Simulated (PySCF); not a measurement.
**A diatomic session: CaGa**

The task here is to estimate one member of a computed series from the others.

Method: Ca x2c-SVPall, Ga x2c-SVPall, spin-free X2C with a Gaussian nucleus; program: PySCF 2.14.0.

The first run:

The job is set up so:

- atoms: Ca, Ga
- charge: 0
- basis: Ca x2c-SVPall, Ga x2c-SVPall
- Hamiltonian: spin-free X2C with a Gaussian nucleus
- basis functions: 56
- electrons treated: 51
- masses in u: 39.9626, 68.9256
- levels: PBE0, PBE, r²SCAN, M06-L, revPBE, PBEsol, HF, MP2, SCS-MP2
- grid: 80 radial by 434 angular points
- occupations: held fixed by the projection of orbital angular momentum
- dissociation limit: Ca + Ga, each in its ground configuration
- starting distance in angstrom: 2.795
- values of 2S to try: 1, 3

Started as:

```sh
OMP_NUM_THREADS=1 python dia.py task.json out
```

Steps of the session up to this table: Input; First curve: PBE0; Excited determinants; PBE (GGA); r²SCAN; M06-L; revPBE (GGA); PBEsol (GGA); ROHF.

One table of the session follows, with a row left open; its other results are not shown here.

It belongs to the step «The curves together». Energy (eV) from each level's lowest point:

```
R (Å)   ROHF  ROHF-MP2  ROHF-SCS-MP2    PBE  PBEsol
2.678  0.764     0.426         0.468  0.284   0.240
2.803  0.501     0.222         0.256  0.119   0.091
2.927  0.322     0.099         0.125  0.033   0.019
3.021  0.229     0.045         0.065  0.005   0.000
3.114  0.160     0.015         0.029  0.000   0.004
3.207  0.110     0.001         0.009  0.012   0.024
3.332  0.065     0.000         0.000  0.048   0.069
3.488      ?         ?             ?      ?       ?
3.675  0.010     0.048         0.028  0.199   0.242
3.924  0.000     0.095         0.062  0.318   0.374
```

**Question.** Estimate the row for R (Å) = 3.488.

Worked estimate for «ROHF». A straight line through the neighbours (3.332, 0.065) and (3.675, 0.010) gives 0.065 + (0.010 − 0.065) × (3.488 − 3.332) / (3.675 − 3.332) = 0.040; a parabola fitted to 4 rows on both sides gives 0.033.

The run gave: ROHF: 0.031; ROHF-MP2: 0.016; ROHF-SCS-MP2: 0.007; PBE: 0.111; PBEsol: 0.143. In «ROHF» the line misses by +0.009 and the parabola by +0.002.
